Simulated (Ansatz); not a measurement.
# CH4BF2Ga: the cost of one run

Program: Ansatz 0.2.0, Gaussian basis. Level of theory: RKS PBE0-D4/def2-TZVP. These are calculated values, not measurements.

The runs, in order: relaxation at PBE0-D4/def2-TZVP; harmonic vibrations at the same level; a single point in def2-TZVPP for the fields.

## (1) Starting geometry

SMILES `B[C](F)(F)[GaH2]`, 9 atoms, charge 0, spin multiplicity 1.

Atoms are counted from 1 here; the program's logs count them from 0.

Bond lengths: B1–C2 1.485 Å, B1–H6 1.167 Å, B1–H7 1.166 Å, C2–F3 1.460 Å, C2–F4 1.388 Å, C2–Ga5 2.073 Å, Ga5–H8 1.557 Å, Ga5–H9 1.563 Å. Angles: C2–B1–H6 118.1°, C2–B1–H7 118.0°, H6–B1–H7 123.5°, B1–C2–F3 122.8°, B1–C2–F4 127.1°, B1–C2–Ga5 126.9°, F3–C2–F4 101.1°, F3–C2–Ga5 74.7°, F4–C2–Ga5 89.7°, C2–Ga5–H8 111.8°, C2–Ga5–H9 119.9°, H8–Ga5–H9 126.6°.

As a file:

```mol
CH4BF2Ga
  3D, bonds by distance, orders not assigned

  9  8  0  0  0  0  0  0  0  0999 V2000
    0.6314    1.3594   -0.7757 B   0  0
    0.1899   -0.0417   -0.5600 C   0  0
   -1.1628   -0.4991   -0.8634 F   0  0
    0.9220   -1.1966   -0.7987 F   0  0
   -0.5171   -0.8659    1.2056 Ga  0  0
   -0.1854    2.1908   -0.8233 H   0  0
    1.7765    1.5805   -0.7701 H   0  0
    0.1510   -2.2394    1.5106 H   0  0
   -1.8055   -0.2880    1.8751 H   0  0
  1  2  8  0
  2  3  8  0
  2  4  8  0
  2  5  8  0
  1  6  8  0
  1  7  8  0
  5  8  8  0
  5  9  8  0
M  END
```

The start is a GFN2-xTB geometry.

## (2) Optimising with PBE0-D4/def2-TZVP

in.yaml

```yaml
crystal:
  periodic: [false, false, false]
  atoms:
    - {symbol: B, position_ang: [0.631410, 1.359400, -0.775740]}
    - {symbol: C, position_ang: [0.189930, -0.041670, -0.559970]}
    - {symbol: F, position_ang: [-1.162830, -0.499110, -0.863410]}
    - {symbol: F, position_ang: [0.921990, -1.196630, -0.798690]}
    - {symbol: Ga, position_ang: [-0.517070, -0.865930, 1.205580]}
    - {symbol: H, position_ang: [-0.185420, 2.190840, -0.823300]}
    - {symbol: H, position_ang: [1.776480, 1.580500, -0.770120]}
    - {symbol: H, position_ang: [0.151040, -2.239370, 1.510590]}
    - {symbol: H, position_ang: [-1.805520, -0.288020, 1.875070]}
basis:
  gaussian: {orbitals: def2-TZVP}
hamiltonian: {xc: pbe0, dispersion: d4}
relax: {f_tol: 0.005, max_steps: 150}
```

The run is started by

```console
$ ansatz run in.yaml --threads 4 --pin off --events-out ev --progress --plain --max-ram 10444MiB
```

What time and memory should one allow on 4 threads of AMD EPYC 7B13, shared host?

About 69 s, with a peak of 0.58 GiB.
